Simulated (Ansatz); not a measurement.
# BNH3 (SMILES B[NH]) at U-r2SCAN0/STO-3G

What is the electronic atomisation energy of BNH3 at U-r2SCAN0/STO-3G? 

The results are computed with Ansatz 0.2.0.

53 further runs of the same task are left out: 53 set aside as unsound or not needed.

## 1. Starting point

The species is BNH3 (5 atoms), meant as a doublet with charge 0. SMILES: `B[NH]`. The shape is that of a PBE0-D4/def2-TZVP optimisation.

Bond lengths: B1–N2 1.329 Å, B1–H3 1.210 Å, B1–H4 1.204 Å, N2–H5 0.999 Å. Angles: B1–N2–H5 163.9°, N2–B1–H3 118.8°, N2–B1–H4 121.2°, H3–B1–H4 119.9°.

## 2. The energy at U-r2SCAN0/STO-3G

File in.yaml:

```yaml
crystal:
  periodic: [false, false, false]
  atoms:
    - {symbol: B, position_ang: [-0.310800, -0.370100, -0.091600]}
    - {symbol: N, position_ang: [0.531200, 0.655200, -0.019800]}
    - {symbol: H, position_ang: [-0.414800, -1.107400, 0.862500]}
    - {symbol: H, position_ang: [-0.964100, -0.573100, -1.081900]}
    - {symbol: H, position_ang: [1.208400, 1.321700, 0.289300]}
basis:
  gaussian:
    orbitals: STO-3G
total_charge: 0
magnetization:
  spin_polarized: true
  initial_magnetization: 1
hamiltonian:
  xc: {name: r2SCAN0}
accuracy: high
```

Run with:

```console
$ ansatz run in.yaml --threads 1 --pin off --max-ram 2610MiB --events-out events.jsonl --progress --plain --runs-dir runs
```

The log of the run:

```text
Warning: RAYON_NUM_THREADS=1 ignored (pool sized by the plan → 1); use --threads N
Functional definition: r2SCAN0
  name "r2SCAN0"
  parameter a = 0.25
  parameter k0 = 0.174
  parameter k1 = 0.065
  parameter a1 = 4.9479
  exchange = (1 - a)*r2scan_x(k0 = k0, k1 = k1, a1 = a1) + a*exact_x
  correlation = r2scan_c
207 factors; integrals over basis functions are off by at most 9.2e-9 eV
mean field evaluation 1: about -2183.4441 eV, gradient 7.3e0 eV
mean field evaluation 2: about -2183.5130 eV, gradient 8.3e0 eV
mean field evaluation 4: about -2183.9345 eV, gradient 3.1e-1 eV
mean field evaluation 8: about -2183.8943 eV, gradient 1.8e-2 eV
mean field evaluation 16: about -2183.8943 eV, gradient 5.0e-6 eV
mean field -2183.89426505 eV, -80.2566339438 hartree, gradient 2.9e-8 eV, S^2 0.765241; 0 other end points of the search recorded, 0 dependent functions left out
reference -2183.89426565 eV, -80.2566339659 hartree; 8, 7 occupied and 5, 6 virtual orbitals, 207 factors
Total energy: -2183.89426565 eV, -80.2566339659 hartree
```

Run time: 2.8 s. Hardware: 1 thread of Arm Neoverse V1, shared host; peak memory 0.18 GiB.

## 3. The B atom

File in.yaml:

```yaml
crystal:
  periodic: [false, false, false]
  atoms:
    - {symbol: B, position_ang: [0.000000, 0.000000, 0.000000]}
basis:
  gaussian:
    orbitals: STO-3G
magnetization:
  spin_polarized: true
  initial_magnetization: 1
hamiltonian:
  xc: {name: r2SCAN0}
accuracy: high
```

Run the same way, it converges to -24.25616 Eh (log not shown).

## 4. The H atom at the same level

Changes to in.yaml since step 3:

```diff
@@ -3,3 +3,3 @@
   atoms:
-    - {symbol: B, position_ang: [0.000000, 0.000000, 0.000000]}
+    - {symbol: H, position_ang: [0.000000, 0.000000, 0.000000]}
 basis:
```

Run the same way, it converges to -0.46649 Eh (log not shown).

## 5. The N atom, same level

File job.yaml:

```yaml
crystal:
  periodic: [false, false, false]
  atoms:
    - {symbol: "N", position_ang: [0.000000, 0.000000, 0.000000]}
basis:
  gaussian:
    orbitals: STO-3G
magnetization:
  spin_polarized: true
  initial_magnetization: 3
hamiltonian:
  xc: {name: r2SCAN0}
accuracy: high
```

Run with:

```console
$ ansatz run job.yaml --threads 1 --pin off --max-ram 2610MiB --events-out events.jsonl --progress --plain --runs-dir runs
```

The log of the run, shortened:

```text
Warning: RAYON_NUM_THREADS=1 ignored (pool sized by the plan → 1); use --threads N
[... 8 set-up lines as earlier in the session ...]
15 factors; integrals over basis functions are off by at most 1.1e-9 eV
mean field evaluation 1: about -1466.2487 eV, gradient 9.7e-11 eV
mean field evaluation 2: about -1466.2396 eV, gradient 3.6e-10 eV
mean field -1466.23964638 eV, -53.8833131514 hartree, gradient 0.0e0 eV, S^2 3.750000; 0 other end points of the search recorded, 0 dependent functions left out
reference -1466.23964652 eV, -53.8833131565 hartree; 5, 2 occupied and 0, 3 virtual orbitals, 15 factors
Total energy: -1466.23964652 eV, -53.8833131565 hartree
```

Run time: 0.6 s. Hardware: 1 thread of Arm Neoverse V1, shared host; peak memory 0.094 GiB.

## 6. Results

At U-r2SCAN0/STO-3G:

| quantity | value |
| --- | --- |
| molecule: total energy | -80.25663 Eh |
| molecule: ⟨S²⟩ | 0.765 |
| B atom: total energy | -24.25616 Eh |
| B atom: ⟨S²⟩ | 0.750 |
| H atom: total energy | -0.46649 Eh |
| H atom: ⟨S²⟩ | 0.750 |
| N atom: total energy | -53.88331 Eh |
| N atom: ⟨S²⟩ | 3.750 |
| electronic atomisation energy | 19.529 eV |

In words: Taking the molecule apart into free atoms costs 19.53 eV (1884 kJ/mol), before zero-point energy and without spin-orbit coupling. In a minimal basis such a difference can be off by several eV, whatever the method.
